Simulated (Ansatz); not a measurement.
A nudged elastic band was laid between two geometries of a periodic cell of 15 atoms, Zn$_{7}$O$_{8}$ (host ZnO, host structure P6_3mc, one Zn atom removed), cell charge +2.

Computed with DFT PBE, scalar-relativistic, plane waves, PAW in Ansatz 0.2.0. Settings: PAW set soft_1, cutoff 420 eV, k mesh 2x2x2, gaussian smearing 0.02 eV, no spin polarisation.

```json
{"movable images": "5", "climbing image": "yes", "spring": "5.0 eV/Å²", "optimiser": "quadratic models (default)", "start path": "straight line", "force threshold": "0.05 eV/Å", "iteration limit": "39", "end points": "relaxed"}
```

Image 0:

```xyz
15
Lattice="-3.2417 -5.6148 0.0000 4.8625 -2.8074 0.0000 0.0000 0.0000 5.1876" Properties=species:S:1:pos:R:3
Zn 0.028 -3.727 -0.001
Zn 1.657 -4.652 2.609
O 0.009 -3.739 1.958
O 1.445 -4.813 4.501
Zn -0.036 -1.842 2.588
O 3.241 -3.734 2.094
O 0.210 -1.984 4.476
Zn 1.628 -0.955 -0.001
Zn 3.245 -1.904 2.609
O 1.629 -0.933 1.958
O 3.277 -1.638 4.500
Zn 1.649 -6.558 0.043
Zn -1.599 -4.683 2.615
O 1.636 -6.551 1.991
O -1.616 -4.673 4.596
```

Image 6:

```xyz
15
Lattice="-3.2417 -5.6148 0.0000 4.8625 -2.8074 0.0000 0.0000 0.0000 5.1876" Properties=species:S:1:pos:R:3
Zn -0.009 -3.738 0.025
Zn 1.606 -4.670 2.643
O 0.009 -3.749 2.005
O 1.619 -4.678 4.589
Zn 0.005 -1.852 2.597
O 3.218 -3.977 1.911
O 0.005 -1.873 4.555
Zn 1.670 -0.964 0.000
Zn 3.253 -3.709 0.019
O 1.423 -0.822 1.888
O 3.254 -1.879 4.692
Zn 1.597 -6.577 0.019
Zn -1.636 -4.693 2.597
O 1.811 -6.413 1.911
O -1.617 -4.682 4.555
```

**Question.** Which bonds break or form, and what moves?

**Answer.** Contacts lost: Zn9–O10, Zn9–O14. Contacts made: O4–Zn9, O7–Zn9. The atom that moves furthest is Zn9, by 3.16 Å.

**Question.** What energy profile does the band end with?

**Answer.** The forces met the threshold. The highest image is number 3 of 0 to 6, 1.19 eV above the ends, which have the same energy within 2 meV. By the program's own check the climbing image is a first-order saddle point (lowest curvatures found: -1.94 and 0.60 eV/Å²). Limits of this set-up: coarse k mesh, charged cell in a uniform background, uncorrected.

| image | path coordinate (Å) | energy (eV) | Zn9–O10 (Å) | Zn9–O14 (Å) | O4–Zn9 (Å) |
| --- | --- | --- | --- | --- | --- |
| 0 | 0.00 | 0.00 | 1.99 | 2.00 | 3.60 |
| 1 | 0.92 | 0.53 | 1.95 | 1.96 | 3.85 |
| 2 | 1.84 | 0.64 | 2.08 | 2.04 | 3.72 |
| 3 | 2.76 | 1.19 | 2.84 | 2.46 | 2.99 |
| 4 | 3.29 | 0.90 | 3.21 | 2.97 | 2.52 |
| 5 | 3.81 | 0.23 | 3.43 | 3.49 | 2.11 |
| 6 | 4.34 | 0.00 | 3.56 | 3.60 | 2.00 |

**Question.** What is the geometry of the highest image?

**Answer.** 
```xyz
15
Lattice="-3.2417 -5.6148 0.0000 4.8625 -2.8074 0.0000 0.0000 0.0000 5.1876" Properties=species:S:1:pos:R:3:forces:R:3
Zn 0.024 -3.631 0.049 0.00 0.00 0.00
Zn 1.553 -4.853 2.685 0.00 0.00 0.00
O 0.012 -3.843 2.011 0.00 0.00 0.00
O 1.574 -4.569 4.564 0.00 0.00 0.00
Zn 0.037 -1.961 2.687 0.00 0.00 0.00
O 3.219 -4.276 1.951 0.00 0.00 0.00
O 0.096 -1.828 4.579 0.00 0.00 0.00
Zn 1.602 -0.811 -0.042 0.00 0.00 0.00
Zn 3.365 -2.782 0.969 0.00 0.00 0.00
O 1.435 -0.912 1.901 0.00 0.00 0.00
O 3.310 -1.583 4.778 0.00 0.00 0.00
Zn 1.750 -6.316 0.042 0.00 0.00 0.00
Zn -1.657 -4.742 2.588 0.00 0.00 0.00
O 1.588 -6.678 1.953 0.00 0.00 0.00
O -1.599 -4.548 4.556 0.00 0.00 0.00
```

The band took 15 iterations and about 20 core-minutes.

Run time: 20 min on 1 thread of Arm Neoverse V1, on a shared host, peak memory 0.76 GiB.
